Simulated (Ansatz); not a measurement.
# C2H8AlBSi: the cost of one run

All numbers below are computed with Ansatz 0.2.0 (RKS PBE0/6-31G).

**1. Starting point**

Bond lengths: Al1–C2 1.991 Å, C2–Si3 1.903 Å, C2–B4 1.637 Å, C2–C5 1.489 Å, B4–C5 1.611 Å, Al1–H6 1.601 Å, Al1–H7 1.601 Å, Si3–H8 1.440 Å, Si3–H9 1.447 Å, Si3–H10 1.444 Å, B4–H11 1.188 Å, C5–H12 1.069 Å, C5–H13 1.081 Å. Angles (14 of 24 angles, heavy atoms first): Al1–C2–Si3 120.8°, Al1–C2–B4 110.6°, Al1–C2–C5 117.5°, Si3–C2–B4 115.5°, Si3–C2–C5 116.0°, B4–C2–C5 61.8°, C2–B4–C5 54.6°, C2–C5–B4 63.6°, C2–Al1–H6 119.0°, C2–Al1–H7 120.2°, C2–Si3–H8 106.4°, C2–Si3–H9 107.8°, C2–Si3–H10 108.8°, C2–B4–H11 147.6°.

As a file:

```xyz
13

Al    0.6844    1.4607    1.2657
C     0.0675    0.0701   -0.0180
Si   -1.7823   -0.1455   -0.4079
B     0.9108   -1.3181    0.1860
C     1.0137   -0.3423   -1.0915
H     0.0756    1.4753    2.7467
H     2.0713    2.2219    1.0234
H    -2.4409   -0.3628    0.8541
H    -2.2569    1.0888   -0.9954
H    -1.9461   -1.2925   -1.2703
H     1.0611   -2.3184    0.8098
H     0.6039   -0.7547   -1.9887
H     1.9583    0.1829   -1.0991
```

**2. Relaxing the start**

Input file input.yaml:

```yaml
crystal:
  periodic: [false, false, false]
  atoms:
    - { symbol: Al, position_ang: [0.6844, 1.4607, 1.2657] }
    - { symbol: C, position_ang: [0.0675, 0.0701, -0.018] }
    - { symbol: Si, position_ang: [-1.7823, -0.1455, -0.4079] }
    - { symbol: B, position_ang: [0.9108, -1.3181, 0.186] }
    - { symbol: C, position_ang: [1.0137, -0.3423, -1.0915] }
    - { symbol: H, position_ang: [0.0756, 1.4753, 2.7467] }
    - { symbol: H, position_ang: [2.0713, 2.2219, 1.0234] }
    - { symbol: H, position_ang: [-2.4409, -0.3628, 0.8541] }
    - { symbol: H, position_ang: [-2.2569, 1.0888, -0.9954] }
    - { symbol: H, position_ang: [-1.9461, -1.2925, -1.2703] }
    - { symbol: H, position_ang: [1.0611, -2.3184, 0.8098] }
    - { symbol: H, position_ang: [0.6039, -0.7547, -1.9887] }
    - { symbol: H, position_ang: [1.9583, 0.1829, -1.0991] }
basis:
  gaussian: { orbitals: "6-31G" }
hamiltonian:
  xc: pbe0
relax:
  f_tol: 0.02
  max_steps: 40
scf:
  lower_state_search: "off"
output:
  orbitals: {}
```

Run with:

```
ansatz run input.yaml --threads 1 --pin off --max-ram 2048MiB --backend cpu --events-out ev --progress --plain --runs-dir out
```

What time and memory should one allow on 1 thread of an x86-64 CPU, shared host?

About 32 s, with a peak of 0.18 GiB.
